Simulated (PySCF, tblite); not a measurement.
**CH10GeSSi2: a rotation path, then NMR shifts on frames**

How do NMR shifts of CH10GeSSi2 (`C[S][GeH2][SiH2][SiH3]`) change as the atoms move?

Programs: tblite 0.8.0 and PySCF 2.14.0, with density-fitted response routines of our own. Each step states its level of theory. These are calculated values for one molecule in the gas phase, unless marked as measured. Atoms count from 0, in the outputs and in this text.

## Step 1: The molecule as given

15 atoms, charge 0, multiplicity 1; geometry from: GFN2-xTB.

Bonds of the start (Å): C0–S1 1.83, S1–Ge2 2.23, Ge2–Si3 2.37, Si3–Si4 2.32, C0–H5 1.08, C0–H6 1.09, C0–H7 1.09, Ge2–H8 1.52, Ge2–H9 1.53, Si3–H10 1.47, Si3–H11 1.47, Si4–H12 1.47, Si4–H13 1.46, Si4–H14 1.46.

## Step 2: The rotation path with GFN2-xTB

The job: settings as JSON, then the geometry in Å.

```
{"job": {"kind": "neb", "xc": "GFN2-xTB", "basis": "xTB", "atoms": [3, 2, 1, 0], "turn": 120}, "charge": 0, "multiplicity": 1}
C     -2.495328     0.362403    -0.350664
S     -1.932935     0.071607     1.361061
Ge    -0.343752    -1.432600     0.939782
Si     1.342630    -0.637281    -0.531192
Si     2.150995     1.441748     0.112488
H     -3.310578     1.075597    -0.292022
H     -1.685689     0.776861    -0.945814
H     -2.850320    -0.567270    -0.786828
H      0.093906    -1.812268     2.341315
H     -1.093026    -2.689324     0.491523
H      0.744849    -0.642585    -1.876145
H      2.353527    -1.698306    -0.567505
H      1.089471     2.450617     0.159658
H      2.765752     1.384315     1.440732
H      3.166084     1.924475    -0.826694
```

Method: GFN2-xTB climbing-image nudged elastic band, gas phase.

The run is started by

```bash
> OMP_NUM_THREADS=1 python probes_run.py task.json out
```

The driver reads the jobs from task.json and runs them one after another.

The program printed:

```text
image   E - E0 / eV
  0       0.0000
  1       0.0105
  2       0.0298
  3       0.0497
  4       0.0559
  5       0.0426
  6       0.0179
  7      -0.0038
  8      -0.0156
```

It took 9.7 s on 1 thread, shared host.

The final band, with the dihedral Si3–Ge2–S1–C0:

| image | dihedral (°) | energy (eV) | energy (kcal/mol) |
| --- | --- | --- | --- |
| 0 | 58 | 0.000 | 0.0 |
| 1 | 72 | 0.010 | 0.2 |
| 2 | 87 | 0.030 | 0.7 |
| 3 | 103 | 0.050 | 1.1 |
| 4 | 119 | 0.056 | 1.3 |
| 5 | 135 | 0.043 | 1.0 |
| 6 | 151 | 0.018 | 0.4 |
| 7 | 166 | -0.004 | -0.1 |
| 8 | 179 | -0.016 | -0.4 |

## Step 3: NMR shieldings: image 0, PBE0/pcSseg-1

The job: settings as JSON, then the geometry in Å.

```
{"job": {"kind": "nmr", "xc": "PBE0", "basis": "pcSseg-1", "pop": false}, "charge": 0, "multiplicity": 1}
C     -2.495300     0.362400    -0.350700
S     -1.932900     0.071600     1.361100
Ge    -0.343800    -1.432600     0.939800
Si     1.342600    -0.637300    -0.531200
Si     2.151000     1.441700     0.112500
H     -3.310600     1.075600    -0.292000
H     -1.685700     0.776900    -0.945800
H     -2.850300    -0.567300    -0.786800
H      0.093900    -1.812300     2.341300
H     -1.093000    -2.689300     0.491500
H      0.744800    -0.642600    -1.876100
H      2.353500    -1.698300    -0.567500
H      1.089500     2.450600     0.159700
H      2.765800     1.384300     1.440700
H      3.166100     1.924500    -0.826700
```

With the program's defaults for keys left out, this is: GIAO PBE0/pcSseg-1 NMR shielding, non-relativistic, gas phase.

The program printed:

```text
coarse grid: 56456 points
cycle   1  E = -3097.2910109349  dE = -6.643e-01  |g| = 8.704e-01  |ddm| = 3.515e+00
cycle   2  E = -3097.2628211532  dE =  2.819e-02  |g| = 8.987e-01  |ddm| = 1.086e+00
cycle   3  E = -3097.3464896716  dE = -8.367e-02  |g| = 1.038e-01  |ddm| = 7.433e-01
cycle   4  E = -3097.3485994309  dE = -2.110e-03  |g| = 2.609e-02  |ddm| = 1.542e-01
cycle   5  E = -3097.3488278230  dE = -2.284e-04  |g| = 3.136e-03  |ddm| = 4.295e-02
cycle   6  E = -3097.3488303181  dE = -2.495e-06  |g| = 1.053e-03  |ddm| = 5.624e-03
final grid: 113568 points
cycle   7  E = -3097.3488389408  dE = -4.206e-08  |g| = 1.090e-03  |ddm| = 3.412e-03
cycle   8  E = -3097.3488388941  dE =  4.677e-08  |g| = 1.210e-03  |ddm| = 3.111e-03
cycle   9  E = -3097.3488392505  dE = -3.564e-07  |g| = 7.520e-05  |ddm| = 1.606e-03
cycle  10  E = -3097.3488392518  dE = -1.315e-09  |g| = 1.223e-05  |ddm| = 8.640e-05
cycle  11  E = -3097.3488392518  dE = -3.820e-11  |g| = 2.781e-06  |ddm| = 1.493e-05
converged SCF energy = -3097.3488392518

GIAO shielding tensors (ppm)
atom      isotropic    diamagn.    paramagn.     s11        s22        s33       span
  0 C      170.222     251.527     -81.305    160.420    161.936    188.309     27.889
  1 S      707.195    1058.034    -350.840    602.784    651.154    867.646    264.861
  2 Ge    1487.750    2758.381   -1270.632   1331.459   1468.990   1662.800    331.342
  3 Si     471.770     880.859    -409.090    449.200    467.397    498.711     49.511
  4 Si     466.468     879.448    -412.980    459.958    465.073    474.373     14.415
  5 H       29.621      29.047       0.574     23.820     26.173     38.872     15.052
  6 H       29.801      32.446      -2.645     23.332     29.870     36.201     12.869
  7 H       29.758      30.430      -0.672     24.477     27.275     37.523     13.047
  8 H       27.060      29.823      -2.763     20.454     21.978     38.747     18.293
  9 H       26.639      29.703      -3.064     19.154     22.196     38.567     19.412
 10 H       27.954      29.506      -1.551     23.916     26.456     33.490      9.574
 11 H       28.264      28.970      -0.706     23.881     25.840     35.072     11.191
 12 H       28.009      28.943      -0.934     23.700     27.579     32.748      9.048
 13 H       28.164      28.598      -0.434     24.446     26.202     33.842      9.396
 14 H       28.117      28.111       0.006     24.415     25.305     34.632     10.217
```

Wall time 90 s (1 thread, shared host).

Shifts follow as δ = σ(reference) − σ, with reference shieldings (ppm) from runs at the same level and on the same kind of geometry: ¹H TMS 31.72, ¹³C TMS 186.9, ²⁹Si TMS 349.2, ³³S CS2 504, ⁷³Ge GeMe4 1331. The references are single molecules in the gas phase. Each atom is listed at this fixed geometry, with no averaging over motion; a spectrum would average atoms that exchange fast.

| atoms | environment | σ (ppm) | δ (ppm) |
| --- | --- | --- | --- |
| C0 | methyl carbon bonded to S | 170.2 | 16.7 |
| H9 | hydrogen on a germanium bonded to S, Si | 26.64 | 5.08 |
| H8 | hydrogen on a germanium bonded to S, Si | 27.06 | 4.66 |
| H10 | hydrogen on a silicon bonded to Ge, Si | 27.95 | 3.76 |
| H12 | hydrogen on a silicon bonded to Si | 28.01 | 3.71 |
| H14 | hydrogen on a silicon bonded to Si | 28.12 | 3.60 |
| H13 | hydrogen on a silicon bonded to Si | 28.16 | 3.55 |
| H11 | hydrogen on a silicon bonded to Ge, Si | 28.26 | 3.45 |
| H5 | hydrogen on a methyl carbon bonded to S | 29.62 | 2.10 |
| H7 | hydrogen on a methyl carbon bonded to S | 29.76 | 1.96 |
| H6 | hydrogen on a methyl carbon bonded to S | 29.80 | 1.92 |
| S1 | sulfur bonded to C, Ge | 707 | -203 |
| Ge2 | germanium bonded to S, Si, 2 H | 1488 | -157 |
| Si4 | silicon bonded to Si, 3 H | 466.5 | -117.3 |
| Si3 | silicon bonded to Ge, Si, 2 H | 471.8 | -122.6 |

Orbitals, density, ELF and potential are computed afterwards from the orbital file.

Frontier orbitals at PBE0/pcSseg-1, with the share of their density that lies nearest to each atom:

| orbital | energy (eV) | lies on |
| --- | --- | --- |
| HOMO | -6.63 | S1 77 % |
| LUMO | -0.41 | Si3 19 %; Ge2 16 %; H9 12 % |

ELF in a plane through or near 4 of the atoms.

Ten even steps from '0' (0.00) to '9' (1.00):
```
0000000000000000000000000000
0000000000000000000000000000
0000000000000000000000000000
0000000014630000000010000000
0000000049995000001798200000
0000111279998000005999910000
0000344379998000025999810000
0000466121982000145787200000
0000244176230001278731000000
0000124121441002467620000000
0000024546754434665420000000
0000001234556621254320000000
0000000001257344622000000000
0000000000124326356200000000
0000000000002321288610000000
0000000000000122388720000000
0000000000000000145300000000
0000000000000000000000000000
0000000000000000000000000000
0000000000000000000000000000
```
The map spans 12.3 Å across and 9.9 Å up, centred on the molecule. Atoms in the plane (x, y in Å): Ge2 (0.7, -1.5), Si4 (-2.5, 0.8), H5 (2.9, 1.9), H12 (-1.7, 2.0).

log10 of the density (e/Å³) in the same plane.

Values, 10 rows by 14 columns:
```
-4.0 -4.0 -4.0 -4.0 -4.0 -4.0 -4.0 -4.0 -4.0 -4.0 -4.0 -4.0 -4.0 -4.0
-4.0 -4.0 -4.0 -3.5 -3.1 -2.9 -3.3 -4.0 -4.0 -3.6 -3.5 -4.0 -4.0 -4.0
-4.0 -3.7 -2.8 -2.3 -1.7 -1.3 -2.1 -3.0 -2.7 -1.9 -1.5 -2.3 -3.9 -4.0
-4.0 -3.0 -1.8 -1.1 -0.5  0.1 -1.3 -2.3 -1.4 -0.5  0.0 -1.3 -3.2 -4.0
-4.0 -2.8 -1.5 -0.5  1.6 -0.4 -1.4 -1.6 -0.7  0.1 -0.5 -1.7 -3.3 -4.0
-4.0 -3.2 -2.0 -1.0 -0.6 -0.6 -0.9 -0.7 -0.4 -0.4 -1.0 -2.1 -3.7 -4.0
-4.0 -4.0 -2.9 -2.2 -1.7 -1.2 -0.6  0.7  1.2 -0.9 -1.7 -2.7 -4.0 -4.0
-4.0 -4.0 -3.9 -3.0 -2.4 -1.9 -1.2 -0.4 -0.3 -0.8 -1.9 -3.2 -4.0 -4.0
-4.0 -4.0 -4.0 -3.9 -3.2 -2.8 -2.2 -1.7 -1.5 -1.7 -2.5 -3.6 -4.0 -4.0
-4.0 -4.0 -4.0 -4.0 -4.0 -4.0 -3.4 -3.0 -2.9 -3.1 -3.7 -4.0 -4.0 -4.0
```
The map spans 12.3 Å across and 9.9 Å up, centred on the molecule. Atoms in the plane (x, y in Å): Ge2 (0.7, -1.5), Si4 (-2.5, 0.8), H5 (2.9, 1.9), H12 (-1.7, 2.0).

On the surface of density 0.002 e/bohr³ the electrostatic potential runs, from the 1st to the 99th percentile, from -1.06 V near S1 to 1.11 V near H6.

## Step 4: Shielding tensors: image 2, PBE0/pcSseg-1

The job: settings as JSON, then the geometry in Å.

```
{"job": {"kind": "nmr", "xc": "PBE0", "basis": "pcSseg-1", "pop": false}, "charge": 0, "multiplicity": 1}
C     -2.883000     0.140200    -0.303300
S     -1.842500     0.379900     1.174600
Ge    -0.326400    -1.217200     0.790400
Si     1.510800    -0.528700    -0.550300
Si     2.467500     1.449000     0.200200
H     -3.677700     0.877200    -0.249500
H     -2.298500     0.295500    -1.204900
H     -3.304100    -0.861800    -0.289700
H      0.005000    -1.696600     2.192300
H     -1.165100    -2.380400     0.258400
H      1.003400    -0.469100    -1.929500
H      2.420000    -1.679500    -0.545300
H      1.509100     2.555600     0.205000
H      2.982200     1.284800     1.562200
H      3.594800     1.859000    -0.641000
```

With the program's defaults for keys left out, this is: GIAO PBE0/pcSseg-1 NMR shielding, non-relativistic, gas phase.

The program printed:

```text
coarse grid: 56456 points
cycle   1  E = -3097.2896381389  dE = -6.705e-01  |g| = 8.706e-01  |ddm| = 3.506e+00
cycle   2  E = -3097.2611335692  dE =  2.850e-02  |g| = 9.004e-01  |ddm| = 1.079e+00
cycle   3  E = -3097.3452843919  dE = -8.415e-02  |g| = 1.038e-01  |ddm| = 7.401e-01
cycle   4  E = -3097.3473984527  dE = -2.114e-03  |g| = 2.588e-02  |ddm| = 1.525e-01
cycle   5  E = -3097.3476234022  dE = -2.249e-04  |g| = 3.324e-03  |ddm| = 4.236e-02
cycle   6  E = -3097.3476260972  dE = -2.695e-06  |g| = 1.116e-03  |ddm| = 5.243e-03
final grid: 113568 points
cycle   7  E = -3097.3476909507  dE = -2.258e-08  |g| = 1.193e-03  |ddm| = 2.937e-03
cycle   8  E = -3097.3476908388  dE =  1.119e-07  |g| = 1.398e-03  |ddm| = 2.528e-03
cycle   9  E = -3097.3476913006  dE = -4.618e-07  |g| = 9.693e-05  |ddm| = 1.296e-03
cycle  10  E = -3097.3476913034  dE = -2.755e-09  |g| = 1.909e-05  |ddm| = 1.480e-04
cycle  11  E = -3097.3476913034  dE = -8.276e-11  |g| = 2.692e-06  |ddm| = 1.850e-05
converged SCF energy = -3097.3476913034

GIAO shielding tensors (ppm)
atom      isotropic    diamagn.    paramagn.     s11        s22        s33       span
  0 C      168.215     250.946     -82.731    150.526    165.637    188.481     37.954
  1 S      718.869    1058.752    -339.883    596.503    663.687    896.417    299.914
  2 Ge    1475.471    2758.885   -1283.414   1314.803   1445.174   1666.437    351.633
  3 Si     470.467     880.826    -410.358    450.822    470.443    490.138     39.316
  4 Si     465.635     879.355    -413.720    459.769    462.701    474.435     14.666
  5 H       29.680      28.910       0.771     23.783     26.277     38.981     15.199
  6 H       29.662      31.879      -2.217     23.299     28.898     36.788     13.488
  7 H       29.707      29.905      -0.198     24.124     27.498     37.498     13.374
  8 H       26.790      30.115      -3.325     19.652     22.236     38.483     18.831
  9 H       26.886      30.550      -3.663     20.007     22.829     37.822     17.815
 10 H       28.061      29.250      -1.190     23.874     26.486     33.821      9.946
 11 H       28.230      28.941      -0.712     23.746     25.879     35.064     11.319
 12 H       27.958      28.912      -0.954     23.745     27.287     32.841      9.096
 13 H       28.164      28.646      -0.482     24.478     26.282     33.733      9.255
 14 H       28.096      27.984       0.112     24.408     25.338     34.542     10.134
```

Wall time 61 s (1 thread, shared host).

In short: δ C0 18.7, S1 -215, Ge2 -145, Si4 -116.5, H8 4.93, H9 4.83 ppm.

(Part 1 of 2 ends here.)
